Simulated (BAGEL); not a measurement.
# CH4ClGeO (SMILES [CH3][Ge]([OH])[Cl]): UHF/3-21G (density fitting with cc-pvqz-jkfit)

What is the vertical ionisation energy of CH4ClGeO at UHF/3-21G (density fitting with cc-pvqz-jkfit)? 

Program for the calculation: BAGEL 1.2.2.

2 further runs of the same task are left out: 1 that didn't finish, 1 set aside as unsound or not needed.

## Step 1: The molecule

CH4ClGeO: 8 atoms, total charge 0, spin state doublet. As SMILES, `[CH3][Ge]([OH])[Cl]`. The shape is that of a PBE0-D4/def2-TZVP optimisation. This is one conformer, not always the lowest.

Bond lengths: C1–Ge2 1.958 Å, Ge2–O3 1.780 Å, Ge2–Cl4 2.184 Å, C1–H5 1.090 Å, C1–H6 1.092 Å, C1–H7 1.089 Å, O3–H8 0.961 Å. Angles: C1–Ge2–O3 104.8°, C1–Ge2–Cl4 109.0°, O3–Ge2–Cl4 106.9°, Ge2–C1–H5 109.2°, Ge2–C1–H6 107.2°, Ge2–C1–H7 109.9°, Ge2–O3–H8 113.2°, H5–C1–H6 110.0°, H5–C1–H7 110.2°, H6–C1–H7 110.2°.

## Step 2: A single-point energy at UHF/3-21G (density fitting with cc-pvqz-jkfit)

The input, input.json:

```json
{ "bagel" : [

{
  "title" : "molecule",
  "basis" : "3-21g",
  "df_basis" : "cc-pvqz-jkfit",
  "angstrom" : "true",
  "geometry" : [
    { "atom" : "C", "xyz" : [    0.070000,    1.235100,   -0.045900 ] },
    { "atom" : "Ge", "xyz" : [   -0.661500,   -0.553500,    0.272700 ] },
    { "atom" : "O", "xyz" : [    0.714600,   -1.504600,    0.880000 ] },
    { "atom" : "Cl", "xyz" : [   -1.247100,   -1.432100,   -1.639400 ] },
    { "atom" : "H", "xyz" : [    0.419500,    1.652400,    0.898100 ] },
    { "atom" : "H", "xyz" : [    0.906900,    1.122600,   -0.737600 ] },
    { "atom" : "H", "xyz" : [   -0.694800,    1.876200,   -0.480900 ] },
    { "atom" : "H", "xyz" : [    0.584600,   -2.453200,    0.797100 ] }
  ]
},
{ "title" : "uhf", "nopen" : 1 },
{ "title" : "print", "file" : "orbitals.molden", "orbitals" : "true" }

]}
```

Command:

```bash
$ BAGEL_NUM_THREADS=1 BAGEL input.json > input.out
```

What it wrote:

```text
* using 1 threads per process

  ===============================================================
  ===============================================================

  *** Geometry ***

  { "atom" : "C", "xyz" : [      0.132281,      2.334001,     -0.086738 ] },
  { "atom" : "Ge", "xyz" : [     -1.250054,     -1.045963,      0.515328 ] },
  { "atom" : "O", "xyz" : [      1.350398,     -2.843282,      1.662959 ] },
  { "atom" : "Cl", "xyz" : [     -2.356677,     -2.706277,     -3.098017 ] },
  { "atom" : "H", "xyz" : [      0.792740,      3.122583,      1.697163 ] },
  { "atom" : "H", "xyz" : [      1.713793,      2.121407,     -1.393862 ] },
  { "atom" : "H", "xyz" : [     -1.312982,      3.545504,     -0.908769 ] },
  { "atom" : "H", "xyz" : [      1.104734,     -4.635876,      1.506301 ] },

  Number of auxiliary basis functions:      782

  Since a DF basis is specified, we compute 2- and 3-index integrals:
    o Being stored without compression. Storage requirement is 0.023 GB

  Number of basis functions:       61
  Number of electrons      :       67

    * METHOD: MOLECULE                             0.68

  *** Open-shell HF ***

  === Nuclear Repulsion ===
   363.2857536708

      * DIIS with orbital gradients will be used.

  === UHF iteration (3-21g) ===
      0      -2636.97302251          0.04255503           0.31
      1      -2637.08591088          0.02651885           0.33
      2      -2637.11657290          0.01768768           0.32
      3      -2637.13601397          0.00097358           0.34
      4      -2637.13644612          0.00044844           0.36
      5      -2637.13655773          0.00015952           0.27
      6      -2637.13658798          0.00005385           0.26
      7      -2637.13659434          0.00002479           0.27
      8      -2637.13659556          0.00001171           0.27
      9      -2637.13659599          0.00000536           0.27
     10      -2637.13659607          0.00000231           0.32
     11      -2637.13659610          0.00000089           0.36
     12      -2637.13659610          0.00000040           0.37
     13      -2637.13659610          0.00000021           0.35
     14      -2637.13659610          0.00000010           0.36
     15      -2637.13659610          0.00000005           0.35
     16      -2637.13659610          0.00000002           0.36
     17      -2637.13659610          0.00000001           0.35
     18      -2637.13659610          0.00000000           0.27
    * SCF iteration converged.

    * S^2 (UHF) is 0.7556

    * Permanent dipole moment:
           (    0.144925,    -0.438310,    -0.941496) a.u.

    * METHOD: UHF                                  6.35

    * METHOD: PRINT                                0.01

  ===============================================================
```

It took 7.5 s on 1 thread of Intel Xeon Platinum 8488C (Sapphire Rapids), shared host; peak memory 0.15 GiB.

## Step 3: The singlet cation, same level

input.json: that of step 2 with these lines changed.

```diff
@@ -18,3 +18,3 @@
 },
-{ "title" : "uhf", "nopen" : 1 },
+{ "title" : "hf", "charge" : 1 },
 { "title" : "print", "file" : "orbitals.molden", "orbitals" : "true" }
```

Command:

```bash
$ BAGEL_NUM_THREADS=1 BAGEL input.json > input.out
```

What it wrote:

```text
* using 1 threads per process

  ===============================================================
  ===============================================================

  *** Geometry ***

  { "atom" : "C", "xyz" : [      0.132281,      2.334001,     -0.086738 ] },
  { "atom" : "Ge", "xyz" : [     -1.250054,     -1.045963,      0.515328 ] },
  { "atom" : "O", "xyz" : [      1.350398,     -2.843282,      1.662959 ] },
  { "atom" : "Cl", "xyz" : [     -2.356677,     -2.706277,     -3.098017 ] },
  { "atom" : "H", "xyz" : [      0.792740,      3.122583,      1.697163 ] },
  { "atom" : "H", "xyz" : [      1.713793,      2.121407,     -1.393862 ] },
  { "atom" : "H", "xyz" : [     -1.312982,      3.545504,     -0.908769 ] },
  { "atom" : "H", "xyz" : [      1.104734,     -4.635876,      1.506301 ] },

  Number of auxiliary basis functions:      782

  Since a DF basis is specified, we compute 2- and 3-index integrals:
    o Being stored without compression. Storage requirement is 0.023 GB

  Number of basis functions:       61
  Number of electrons      :       67

    * METHOD: MOLECULE                             0.64

  *** RHF ***

  === Nuclear Repulsion ===
   363.2857536708

      * DIIS with orbital gradients will be used.

  === RHF iteration (3-21g) ===
      0      -2636.63984112          0.02141681           0.14
      1      -2636.75058280          0.01665029           0.17
      2      -2636.82331523          0.00182244           0.15
      3      -2636.82491424          0.00063185           0.16
      4      -2636.82519174          0.00013650           0.16
      5      -2636.82521530          0.00004056           0.16
      6      -2636.82521754          0.00001671           0.15
      7      -2636.82521780          0.00000799           0.12
      8      -2636.82521788          0.00000279           0.14
      9      -2636.82521789          0.00000144           0.12
     10      -2636.82521789          0.00000052           0.13
     11      -2636.82521789          0.00000026           0.13
     12      -2636.82521789          0.00000011           0.13
     13      -2636.82521789          0.00000004           0.13
     14      -2636.82521789          0.00000002           0.14
     15      -2636.82521789          0.00000001           0.16
    * SCF iteration converged.

    * Permanent dipole moment:
           (    0.452664,    -0.678521,    -1.318938) a.u.

    * METHOD: HF                                   2.56

    * METHOD: PRINT                                0.01

  ===============================================================
```

Wall time 3.6 s (1 thread of Intel Xeon Platinum 8488C (Sapphire Rapids), shared host); peak memory 0.15 GiB.

## Step 4: Summary of results

At UHF/3-21G (density fitting with cc-pvqz-jkfit):

```
                                          quantity           value
                    doublet CH4ClGeO: total energy  -2637.13660 Eh
                   doublet CH4ClGeO: dipole moment          2.67 D
                            doublet CH4ClGeO: ⟨S²⟩           0.756
                      singlet cation: total energy  -2636.82522 Eh
                       singlet cation: HOMO energy       -18.01 eV
                       singlet cation: LUMO energy        -7.63 eV
                     singlet cation: HOMO–LUMO gap        10.38 eV
vertical ionisation energy (to the singlet cation)        8.473 eV
```

What this shows: The vertical ionisation energy comes to 8.47 eV (818 kJ/mol). Only the singlet of the ionised species was computed; a triplet could lie lower.
